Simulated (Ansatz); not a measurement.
Task: a single point from a YAML input of AlReGe, space group I4mm, with Ansatz 0.2.0 through its Python package. Give the script and its output. Use: PBEsol, PAW, cutoff 200 eV, Gaussian smearing of 0.1 eV.

Input file `input.yaml`:
```yaml
crystal:
  lattice:
    - [-1.620731, 1.620731, 4.061042]
    - [1.620731, -1.620731, 4.061042]
    - [1.620731, 1.620731, -4.061042]
  atoms:
    - { symbol: Al, position: [0.664772, 0.664772, 0.0] }
    - { symbol: Re, position: [0.997036, 0.997036, 0.0] }
    - { symbol: Ge, position: [0.338193, 0.338193, 0.0] }
kpoints:
  mp_grid: { kspacing: 0.3 }
hamiltonian:
  xc: pbesol
scf:
  occupations: { method: gaussian, width: 0.1 }
basis:
  ecutwfc: "200 eV"
output:
  stress: true
  eigenvalues: true
```

The script, `alrege.py`:
```python
"""AlReGe from YAML text."""

import ansatz as az
import numpy as np

out = az.Session.from_deck("input.yaml").plan().execute()
rep = out.report

print(f"free energy      {rep['free_energy_ev']:.5f} eV")
print(f"per atom         {rep['free_energy_ev'] / len(out.lattice.sites):.5f} eV")
print(f"SCF iterations   {rep['n_iterations']}  (converged: {rep['converged']})")

edges = rep.get("band_edges_ev")
if edges:
    print(f"band edges on the mesh: {edges[0]:.3f} and {edges[1]:.3f} eV, gap {edges[1] - edges[0]:.3f} eV")
else:
    print("no band edges reported (a metal, or a gap too narrow for this smearing); Fermi level", round(rep["fermi_energy_ev"], 3), "eV")

# the stress is positive in compression
sigma = rep["stress_gpa"]
voigt = [sigma[0][0], sigma[1][1], sigma[2][2], sigma[1][2], sigma[0][2], sigma[0][1]]
print("stress xx yy zz yz xz xy (GPa):", " ".join(f"{s:.3f}" for s in voigt))
print("P =", round(10 * float(np.mean(voigt[:3])), 2), "kbar")

fermi = rep["fermi_energy_ev"]
print("levels less the Fermi level (eV) at the first k-points")
for k, levels in list(zip(rep["kpoints_frac"], rep["eigenvalues_ev"]))[:3]:
    print("k = ({:.3f}, {:.3f}, {:.3f})".format(*k))
    print("   ", " ".join(f"{e - fermi:.3f}" for e in levels))
```

```console
$ python alrege.py
DeckWarning: basis.ecutwfc = 200 eV is below the records' recommended 420 eV, and the density's cutoff is lower with it unless basis.ecutrho_ratio is high enough to keep the records' density cutoff: compare with a run at a higher cutoff
DeckWarning: basis.ecutrho_ratio 4 (ecutrho = 800 eV, dense FFT grid 15×15×24): the grid does not resolve the core-correction charge of Re (measure 0.22 e/Å^2.5), Ge (0.21), Al (0.14); warned from [...]
free energy      -15501.24240 eV
per atom         -5167.08080 eV
SCF iterations   8  (converged: True)
no band edges reported (a metal, or a gap too narrow for this smearing); Fermi level 16.658 eV
stress xx yy zz yz xz xy (GPa): -9.449 -9.449 -9.485 0.000 0.000 0.000
P = -94.61 kbar
levels less the Fermi level (eV) at the first k-points
k = (0.000, 0.000, 0.000)
    -81.868 -42.814 -42.814 -42.748 -28.804 -28.714 -28.714 -28.675 -28.646 -13.412 -6.223 -3.572 -2.917 -2.377 -2.377 -0.150 2.935 3.887 3.887 4.461
k = (0.000, 0.000, 0.100)
    -81.867 -42.824 -42.807 -42.725 -28.769 -28.726 -28.671 -28.646 -28.618 -13.097 -5.885 -3.844 -3.504 -2.942 -1.368 -0.825 2.278 3.388 3.640 4.732
k = (0.000, 0.000, 0.200)
    -81.854 -42.780 -42.710 -42.637 -28.661 -28.633 -28.544 -28.407 -28.323 -12.203 -5.221 -4.439 -4.124 -2.956 -2.470 -0.629 2.073 3.296 3.450 4.330
```
(Warnings from the package without file and line, shortened, repeats left out.)

These settings explore the input space; cutoff and mesh may be short of convergence. The cutoff lies under the one recommended for these potentials. Semilocal gaps usually lie well under measured ones. Under the recommended cutoff a pressure can be off by several GPa, even in sign. The computed bands are complete only to about 3.6 eV above the Fermi level. The zero of the levels is a convention of the potentials, so an absolute Fermi energy is no work function. This cell is a computed structure, which may not be the phase found in nature. Gaps and levels are Kohn-Sham values on a finite set of k-points, without spin-orbit coupling. Hardware and time: 2.6 s on 1 thread of Intel(R) Xeon(R) 6975P-C (Granite Rapids), on a shared host, peak memory 0.4 GiB.

(Lines on the test bed's own set-up are left out of the output.)
